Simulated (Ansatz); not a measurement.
# HBr (triplet): from Hartree-Fock to the top rungs, cc-pVDZ

How much of the correlation energy of HBr (triplet) does each wave-function method recover here?

Computed with Ansatz 0.2.0, Gaussian basis. Level: cc-pVDZ, core rule «outside noble gas», up to 14 orbitals frozen.

The runs, in order: UHF; CCSD(T) on ROHF; CCSD(T) on UHF; BCCD(T) on ROHF; CISD; CCSDT(Q) on ROHF; CCSDT(Q) on UHF; CISDTQ; CCSDTQ on ROHF; CCSDTQ on UHF; CASSCF and MRCISD+Q, 8 electrons in 5 orbitals; CASSCF and NEVPT2, 8 electrons in 5 orbitals; Full CI.

12 further runs of the same task are left out: 5 that didn't finish, 7 set aside as unsound or not needed.

## Step 1: The geometry

The geometry is a PBE0/def2-TZVP stationary point (not a proven minimum) of the parent state, kept for this charge and spin. No spin-orbit coupling is included. The filled d shell of Br may be among the frozen orbitals whatever the setting's name suggests; the logs give the count.

2 atoms, charge 0, spin multiplicity 3.

Atoms are counted from 1 here; the program's logs count them from 0.

Bond lengths: Br1–H2 1.421 Å.

## Step 2: UHF

in.yaml

```yaml
crystal:
  periodic: [false, false, false]
  atoms:
    - {symbol: Br, position_ang: [0.000000, 0.000000, 0.000000]}
    - {symbol: H, position_ang: [0.000000, 0.000000, 1.420600]}
basis:
  gaussian: {orbitals: cc-pVDZ}
magnetization: {spin_polarized: true, initial_magnetization: 2}
hamiltonian: {xc: hf}
output: {orbitals: {seedname: orbitals}}
```

On the command line:

```sh
ansatz run in.yaml --threads 1 --pin off --events-out ev --progress --plain --max-ram 2393MiB
```

After this run come: CCSD(T) on ROHF; CCSD(T) on UHF; BCCD(T) on ROHF; CISD; CCSDT(Q) on ROHF; CCSDT(Q) on UHF; CISDTQ; CCSDTQ on ROHF; CCSDTQ on UHF; CASSCF and MRCISD+Q, 8 electrons in 5 orbitals; CASSCF and NEVPT2, 8 electrons in 5 orbitals; Full CI.

Before running them: what should the planned runs give, taken together? Wanted: FCI below the RHF energy; RMP2 from FCI; UMP2 from FCI; RCCSD from FCI; RCCSD(T) from FCI; UCCSD(T) from FCI; RCCSDT(Q) from FCI; UCCSDT(Q) from FCI; NEVPT2 valence from FCI.

**Answer**, as computed:

```
                         quantity                                                                                                          value
         FCI below the RHF energy                                                                                                     -3.5756 eV
                    RMP2 from FCI                                                                                                +11.47 kcal/mol
                    UMP2 from FCI                                                                                                +12.03 kcal/mol
                   RCCSD from FCI                                                                                                 +1.30 kcal/mol
                RCCSD(T) from FCI                                                                                                 +0.26 kcal/mol
                UCCSD(T) from FCI                                                                                                 +0.18 kcal/mol
               RCCSDT(Q) from FCI                                                                                                 +0.01 kcal/mol
               UCCSDT(Q) from FCI                                                                                                 -0.07 kcal/mol
          NEVPT2 valence from FCI                                                                                                +18.89 kcal/mol
        MRCISD+Q valence from FCI                                                                                                 -0.20 kcal/mol
levels within 1 kcal/mol (43 meV)  RCCSD(T), UCCSD(T), BCCD(T), RCCSDT, UCCSDT, CISDTQ, RCCSDT(Q), UCCSDT(Q), RCCSDTQ, UCCSDTQ, MRCISD+Q valence
                    T1 diagnostic                                                                                                          0.013
   effectively unpaired electrons                                                                                                           2.02
```

In words: RCCSD(T) lands +0.26 kcal/mol from the yardstick (0.3 % of the correlation energy). UCCSDT(Q), UCCSDTQ, MRCISD+Q valence fall below full CI: unrestricted runs freeze a spin-polarised core, another one than full CI's, and coupled cluster isn't variational. One determinant dominates. Of the multireference levels listed MRCISD+Q valence comes nearest in total energy (-0.20 kcal/mol), which doesn't show that its space is the better one. These misses are within one basis, not against nature; the frozen cores of restricted and unrestricted runs differ, which can shift their rows.
